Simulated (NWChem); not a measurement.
**GaBH6 (H2Ga(BH4)) at 5 levels**

Wanted: a comparison of 5 runs (HF/STO-3G, HF/3-21G, B3LYP/6-31G*, CCSD(T)/6-31G**) of GaBH6 (H2Ga(BH4)). 

The results are computed with NWChem 7.3.0.

**1. The structure to begin with**

GaBH6: 8 atoms, total charge 0, spin state singlet. Geometry: a GFN2-xTB relaxation, a rough one for these elements and not checked as a minimum.

Bond lengths: Ga1–B3 2.242 Å, H2–B3 1.295 Å, B3–H4 1.297 Å, Ga1–H5 1.557 Å, Ga1–H6 1.557 Å, B3–H7 1.178 Å, B3–H8 1.178 Å. Some angles: Ga1–B3–H2 54.0°, Ga1–B3–H4 53.8°, Ga1–B3–H7 119.3°, Ga1–B3–H8 119.5°, B3–Ga1–H5 120.9°, B3–Ga1–H6 121.0°, H2–B3–H4 107.8°, H2–B3–H7 106.9°, H2–B3–H8 106.8°, H4–B3–H7 106.7°.

**2. Energy and forces at HF/STO-3G (run 1)**

bgah6.xyz reads:

```xyz
8
BGaH6 gradient
Ga    -0.705300     0.855690     0.321860
H      0.833740    -0.022200     0.713930
B      0.664280    -0.805570    -0.302700
H     -0.435620    -0.455670    -0.894540
H     -1.876140     0.595510     1.314530
H     -0.511060     2.301810    -0.222370
H      0.489100    -1.888550     0.125560
H      1.541000    -0.581020    -1.056270
```

run.py reads:

```python
from ase.io import read
from ase.calculators.nwchem import NWChem

system = read('bgah6.xyz')

calc = NWChem(
    label='bgah6',
    theory='scf',
    memory='2200 mb',
    basis='STO-3G',
    basispar='spherical bse',
    scf={'nopen': '0', 'rhf': None, 'thresh': '1e-08', 'maxiter': '80'},
)
system.calc = calc

forces = system.get_forces()
print(f"energy = {system.get_potential_energy():.6f} eV")
print("forces (eV/A):")
for s, f in zip(system.symbols, forces):
    print(f"{s:2s} {f[0]:10.5f} {f[1]:10.5f} {f[2]:10.5f}")
print("dipole (e A):", system.get_dipole_moment().round(4))
```

Run with:

```bash
$ export ASE_NWCHEM_COMMAND="nwchem PREFIX.nwi > PREFIX.nwo"
$ python run.py
```

The log of the run:

```text
energy = -52481.902833 eV
forces (eV/A):
Ga   -0.92580    1.12368    0.42002
H    -0.92179    0.32638   -0.45370
B    -0.18918    0.21227    0.07117
H     0.10557    0.67255    0.83983
H     2.37663    0.07441   -1.88878
H    -0.02412   -2.92818    0.81463
H     0.18466    0.74943   -0.34412
H    -0.60601   -0.23053    0.54101
dipole (e A): [-0.2101  0.2556  0.0961]
```

The calculator wrote bgah6.nwi:

```
title "bgah6"

permanent_dir bgah6

scratch_dir bgah6

start bgah6

geometry units angstrom nocenter noautosym noautoz
  Ga -7.0530000000000004e-01 8.5568999999999995e-01 3.2185999999999998e-01
  H  8.3374000000000004e-01 -2.2200000000000001e-02 7.1392999999999995e-01
  B  6.6427999999999998e-01 -8.0557000000000001e-01 -3.0270000000000002e-01
  H  -4.3562000000000001e-01 -4.5567000000000002e-01 -8.9454000000000000e-01
  H  -1.8761399999999999e+00 5.9550999999999998e-01 1.3145300000000000e+00
  H  -5.1105999999999996e-01 2.3018100000000001e+00 -2.2237000000000001e-01
  H  4.8909999999999998e-01 -1.8885500000000000e+00 1.2556000000000000e-01
  H  1.5409999999999999e+00 -5.8101999999999998e-01 -1.0562700000000000e+00
end

memory 2200 mb

basis spherical bse noprint
   * library STO-3G
end

scf
  nopen 0
  rhf
  thresh 1e-08
  maxiter 80
end

task scf gradient
```

bgah6.nwo:

```text
Northwest Computational Chemistry Package (NWChem) 7.3.0
             --------------------------------------------------------

           Job information
           ---------------

    nwchem branch   = 7.3.0
    use scalapack   = T
    input           = bgah6.nwi
    prefix          = bgah6.
    data base       = bgah6/bgah6.db
    status          = startup
    nproc           =        1

           Memory information
           ------------------

[... 5 lines left out ...]
    hardfail = no
[... 127 lines left out ...]
         Quadratically convergent ROHF
[... 15 lines left out ...]
       Final RHF  results
[... 4 lines left out ...]
      Two-electron energy =    875.097482445317
[... 38 lines left out ...]
                       ROHF Final Molecular Orbital Analysis
[... 210 lines left out ...]
                 ----------------------------------------
                 |  Time  |  1-e(secs)   |  2-e(secs)   |
                 ----------------------------------------
                 |  CPU   |       0.00   |       0.39   |
                 ----------------------------------------
                 |  WALL  |       0.00   |       0.39   |
                 ----------------------------------------

 Task  times  cpu:        3.1s     wall:        3.1s
 Total times  cpu:        3.1s     wall:        3.1s
```

It took 4.2 s on 1 thread of Intel Xeon Platinum 8375C at 2.90GHz (Ice Lake), shared host; peak memory 0.1 GiB.

**3. Energy and gradient at HF/3-21G (run 2)**

Edit bgah6.xyz of step 2 so:

```diff
@@ -1,3 +1,3 @@
 8
-BGaH6 gradient
+BGaH6 hf
 Ga    -0.705300     0.855690     0.321860
```

bgah6.nw reads:

```
start bgah6
title "BGaH6 hf"
memory 2200 mb

geometry noautosym nocenter noautoz
  load format xyz bgah6.xyz
end

basis spherical bse
  * library 3-21G
end

scf
  thresh 1e-08
  maxiter 80
  print medium
end

task scf gradient
```

Run with:

```bash
$ nwchem bgah6.nw > bgah6.out
```

The log of the run:

```text
[...]
  functions       =    43
[...]
  wavefunction    = RHF
[...]
         Total SCF energy =  -1941.793995777135
      One-electron energy =  -2908.324650962705
      Two-electron energy =    866.603717211985
 Nuclear repulsion energy =     99.926937973585
        Time for solution =      1.7s
[...]
                         RHF ENERGY GRADIENTS
    atom               coordinates                        gradient
                 x          y          z           x          y          z
   1 Ga     -1.332824   1.617020   0.608227    0.004429  -0.005564  -0.002086
   2 H       1.575540  -0.041952   1.349132    0.003762  -0.001198   0.001957
   3 B       1.255307  -1.522307  -0.572020    0.000721  -0.000648  -0.000015
   4 H      -0.823202  -0.861091  -1.690435   -0.000904  -0.002334  -0.003399
   5 H      -3.545391   1.125351   2.484102    0.000373   0.007207  -0.002301
   6 H      -0.965763   4.349790  -0.420218   -0.005874  -0.000510   0.004706
   7 H       0.924265  -3.568842   0.237274    0.001251   0.004646  -0.002267
   8 H       2.912068  -1.097969  -1.996061   -0.003758  -0.001599   0.003405
[...]
```

It took 2.8 s on 1 thread of Intel Xeon Platinum 8375C at 2.90GHz (Ice Lake), shared host; peak memory 0.1 GiB.

Run 3 isn't shown in full; the table further down has it.

**4. Energy and gradient at B3LYP/6-31G(d) (Cartesian functions) (run 4)**

mol.nw reads:

```
start mol
memory stack 880 mb heap 220 mb global 1100 mb
geometry units angstroms noautosym nocenter noautoz
 Ga      -0.705300       0.855690       0.321860
 H        0.833740      -0.022200       0.713930
 B        0.664280      -0.805570      -0.302700
 H       -0.435620      -0.455670      -0.894540
 H       -1.876140       0.595510       1.314530
 H       -0.511060       2.301810      -0.222370
 H        0.489100      -1.888550       0.125560
 H        1.541000      -0.581020      -1.056270
end
basis "ao basis"
 * library 6-31G*
end
dft
 xc b3lyp
 grid xfine
 convergence energy 1e-08
 iterations 100
 mulliken
 print medium
end
task dft gradient
```

Run with:

```bash
$ nwchem mol.nw > mol.out
```

The log of the run:

```text
[...]
          Wavefunction type:  closed shell.
          No. of atoms     :     8
          No. of electrons :    42
[...]
          Charge           :     0
          Spin multiplicity:     1
[...]
          AO basis - number of functions:    62
[...]
              XC Information
              --------------
                         B3LYP Method XC Potential
                     Hartree-Fock (Exact) Exchange  0.200
                        Slater Exchange Functional  0.800 local
                    Becke 1988 Exchange Functional  0.720 non-local
              Lee-Yang-Parr Correlation Functional  0.810
                  VWN I RPA Correlation Functional  0.190 local
[...]
 d= 0,ls=0.0,diis     1  -1953.0230876851 -2.05D+03  1.29D-02  6.87D-01     3.0
[...]
 d= 0,ls=0.0,diis     8  -1953.0562882742 -3.65D-09  3.81D-07  3.70D-10    18.9
         Total DFT energy =    -1953.056288274197
      One electron energy =    -2917.272638651689
           Coulomb energy =      945.620973644232
    Exchange-Corr. energy =      -81.331561240325
 Nuclear repulsion energy =       99.926937973585
[...]
      Total Density - Mulliken Population Analysis
     ---------------------------------------------
    Atom       Charge   Shell Charges
 -----------   ------   -------------------------------------------------------
    1 Ga  31    31.06   2.00  1.99  6.00  1.95  5.99  1.35  1.60  0.04  0.09  6.86  2.94  0.25
    2 H    1     0.97   0.52  0.44
    3 B    5     5.15   1.99  0.54  1.60  0.41  0.52  0.08
    4 H    1     0.97   0.52  0.44
    5 H    1     0.96   0.48  0.47
    6 H    1     0.96   0.48  0.47
    7 H    1     0.97   0.52  0.45
    8 H    1     0.97   0.52  0.45
[...]
  wavefunction    = closed shell
[...]
```

Run time: 25 s. Hardware: 1 thread of Intel Xeon Platinum 8375C at 2.90GHz (Ice Lake), shared host; peak memory 0.14 GiB.

**5. The energy at CCSD(T)/6-31G(d,p) (spherical functions) (run 5)**

nw.nw reads:

```
start nw
title "BGaH6"
memory total 2200 mb

geometry units angstrom noautosym nocenter noautoz
  Ga   -0.705300    0.855690    0.321860
  H     0.833740   -0.022200    0.713930
  B     0.664280   -0.805570   -0.302700
  H    -0.435620   -0.455670   -0.894540
  H    -1.876140    0.595510    1.314530
  H    -0.511060    2.301810   -0.222370
  H     0.489100   -1.888550    0.125560
  H     1.541000   -0.581020   -1.056270
end

basis spherical bse
  * library 6-31G**
end

scf
  thresh 1e-08
  maxiter 80
end

ccsd
  freeze core 10
  maxiter 60
end

task ccsd(t) energy
```

Run with:

```bash
$ nwchem nw.nw > nw.out
```

The log of the run:

```text
[...]
  functions       =    76
[...]
  wavefunction    = RHF
[...]
         Total SCF energy =  -1951.095121765648
      One-electron energy =  -2918.136306404967
      Two-electron energy =    867.114246665734
 Nuclear repulsion energy =     99.926937973585
        Time for solution =     12.9s
[...]
 Total MP2 energy:          -1951.470321574336822
[...]
             energy      energy      error      ampl     ampl      Block
                                                time     time      time
[...]
 Total CCSD energy:          -1951.488871732512280
[...]
 Total CCSD+T(CCSD) energy:          -1951.498740029913279
[...]
 Total CCSD(T) energy:               -1951.497522373568927
[...]
```

Run time: 80 s. Hardware: 1 thread of Intel Xeon Platinum 8375C at 2.90GHz (Ice Lake), shared host; peak memory 0.19 GiB.

**6. Overview of the runs**

```tsv
run	level	iteration cap	module	energy (Eh)	dipole moment (D)	HOMO energy (eV)	LUMO energy (eV)	wall time
1	HF/STO-3G	80	scf	-1928.674371	1.65	-8.49	4.96	4.2 s
2	HF/3-21G	80	scf	-1941.793996	1.51	-11.91	1.41	2.8 s
3	B3LYP/6-31G* (spherical functions)	100	dft	-1953.050982	1.30	-8.60	-1.61	24 s
4	B3LYP/6-31G* (Cartesian functions)	100	dft	-1953.056288	1.29	-8.59	-1.60	25 s
5	CCSD(T)/6-31G** (spherical functions)	80	ccsd(t)	-1951.497522	–	-11.93	1.44	80 s
```

**7. What came out**

| quantity | value |
| --- | --- |
| run 5: total energy | -1951.49752 Eh |
| run 5: HOMO energy (Hartree–Fock orbitals) | -11.93 eV |
| run 5: LUMO energy (Hartree–Fock orbitals) | 1.44 eV |
| run 5: HOMO–LUMO gap (Hartree–Fock orbitals) | 13.37 eV |
| run 5: correlation energy (10 core orbitals frozen) | -402.4 mEh |
| run 5: (T) correction | -8.65 mEh |

**Reading.** Over runs 1, 2, 3, 4 the dipole moment (its size) runs from 1.29 D (B3LYP/6-31G*) to 1.65 D (HF/STO-3G). The two ends differ in method and basis. Over runs 1, 2, 3, 4 the HOMO–LUMO gap runs from 6.99 eV (B3LYP/6-31G*) to 13.46 eV (HF/STO-3G). In run 1 the basis is minimal, so the values are rough. All runs together took 2.3 min, the longest 80 s.
